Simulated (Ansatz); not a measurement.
# C₂H₁₀Si₃: up Jacob's ladder to CCSD(T)

How much do the methods differ for C₂H₁₀Si₃? The plan is to run it at one geometry with functionals of several rungs and with coupled cluster. The yardstick is the atomisation energy at the CCSD(T) limit.

Program: Ansatz 0.2.0, Gaussian basis. Level of theory: functionals in def2-TZVPP, the program's frozen cores in correlated methods. These are calculated values, not measurements.

Levels to be run: PBE-D4, r2SCAN-D4, PBE0-D4, B3LYP-D4, ωB97X-V, ωB97M-V, B2PLYP; CCSD(T)/def2-TZVPP; MP2/def2-QZVPP; extrapolation to the limit.

## 1. The geometry

All runs share one geometry, relaxed beforehand with PBE0-D4 in a triple-zeta def2 set.

SMILES `C[SiH2]C1[SiH2][SiH2]1`, 15 atoms, charge 0, spin multiplicity 1.

Atoms are counted from 1 here; the program's logs count them from 0.

Bond lengths: C1–Si2 1.870 Å, C1–H6 1.093 Å, C1–H7 1.093 Å, C1–H8 1.092 Å, Si2–C3 1.862 Å, Si2–H9 1.492 Å, Si2–H10 1.491 Å, C3–Si4 1.977 Å, C3–Si5 1.823 Å, C3–H11 1.091 Å, Si4–Si5 2.505 Å, Si4–H12 1.528 Å, Si4–H13 1.782 Å, Si5–H14 1.482 Å, Si5–H15 1.477 Å. Angles: Si2–C1–H6 111.6°, Si2–C1–H7 110.8°, Si2–C1–H8 110.3°, H6–C1–H7 108.3°, H6–C1–H8 107.8°, H7–C1–H8 108.0°, C1–Si2–C3 111.1°, C1–Si2–H9 109.6°, C1–Si2–H10 109.5°, C3–Si2–H9 110.4°, C3–Si2–H10 108.9°, H9–Si2–H10 107.3°, Si2–C3–Si4 115.0°, Si2–C3–Si5 120.4°, Si2–C3–H11 112.7°, Si4–C3–Si5 82.4°, Si4–C3–H11 111.5°, Si5–C3–H11 111.3° and more.

## 2. PBE-D4 (GGA)

Contents of in.yaml:

```yaml
crystal:
  periodic: [false, false, false]
  atoms:
    - {symbol: C, position_ang: [-0.911390, -1.877192, -0.379411]}
    - {symbol: Si, position_ang: [0.828612, -1.299685, -0.008593]}
    - {symbol: C, position_ang: [0.918810, 0.559022, 0.058776]}
    - {symbol: Si, position_ang: [0.143372, 1.490274, -1.503758]}
    - {symbol: Si, position_ang: [-0.352132, 1.512661, 0.951861]}
    - {symbol: H, position_ang: [-1.604087, -1.604789, 0.420489]}
    - {symbol: H, position_ang: [-1.275924, -1.439047, -1.312204]}
    - {symbol: H, position_ang: [-0.935018, -2.964182, -0.485861]}
    - {symbol: H, position_ang: [1.286794, -1.888974, 1.283389]}
    - {symbol: H, position_ang: [1.752588, -1.789937, -1.071042]}
    - {symbol: H, position_ang: [1.921587, 0.924770, 0.286047]}
    - {symbol: H, position_ang: [0.762307, 2.837942, -1.135342]}
    - {symbol: H, position_ang: [-1.154821, 1.975218, -0.382828]}
    - {symbol: H, position_ang: [-1.460018, 0.788313, 1.617766]}
    - {symbol: H, position_ang: [0.057619, 2.724607, 1.690109]}
basis:
  gaussian: {orbitals: def2-TZVPP}
hamiltonian: {xc: pbe, dispersion: d4}
output: {forces: true, orbitals: {seedname: orbitals}}
```

The run is started by

```
ansatz run in.yaml --threads 2 --pin off --events-out ev --progress --plain --max-ram 22528MiB --backend cuda --devices 0, --max-vram 18GiB
```

The runs that follow: r2SCAN-D4 (meta-GGA); PBE0-D4 (hybrid); B3LYP-D4 (hybrid); ωB97X-V (range-separated); ωB97M-V (range-separated); B2PLYP (double hybrid); CCSD(T) in def2-TZVPP; MP2 in def2-QZVPP.

Before running them: what should the planned runs give, taken together? Wanted: atomisation energy, CCSD(T)/CBS; farthest; mean size of error, hybrid; mean size of error, range-separated; gap, smallest and largest; T1 diagnostic; triples share of the correlation energy.

As calculated:

| quantity | value |
| --- | --- |
| atomisation energy, CCSD(T)/CBS | 5003.9 kJ/mol |
| functionals within 25.0 kJ/mol (0.5 %) | PBE-D4, r2SCAN-D4, PBE0-D4, B3LYP-D4, ωB97X-V, ωB97M-V |
| farthest | B2PLYP (-80.4 kJ/mol) |
| mean size of error, hybrid | 11.7 kJ/mol |
| mean size of error, range-separated | 20.4 kJ/mol |
| gap, smallest and largest | 3.40 eV (PBE-D4), 9.33 eV (ωB97X-V) |
| T1 diagnostic | 0.0139 |
| triples share of the correlation energy | 4.1 % |

What this shows: PBE-D4 is off by +10.3 kJ/mol. Double hybrids carry the basis error of their MP2 part in triple zeta, and no dispersion term here, so their miss is partly the set-up's. The reference freezes the cores and leaves out relativity and excitations past (T), so misses under about 25.0 kJ/mol can't be ranked. Hartree-Fock recovers 75 % of the binding; the rest is correlation. Orbital gaps span 3.4 to 9.3 eV; exact exchange widens them.
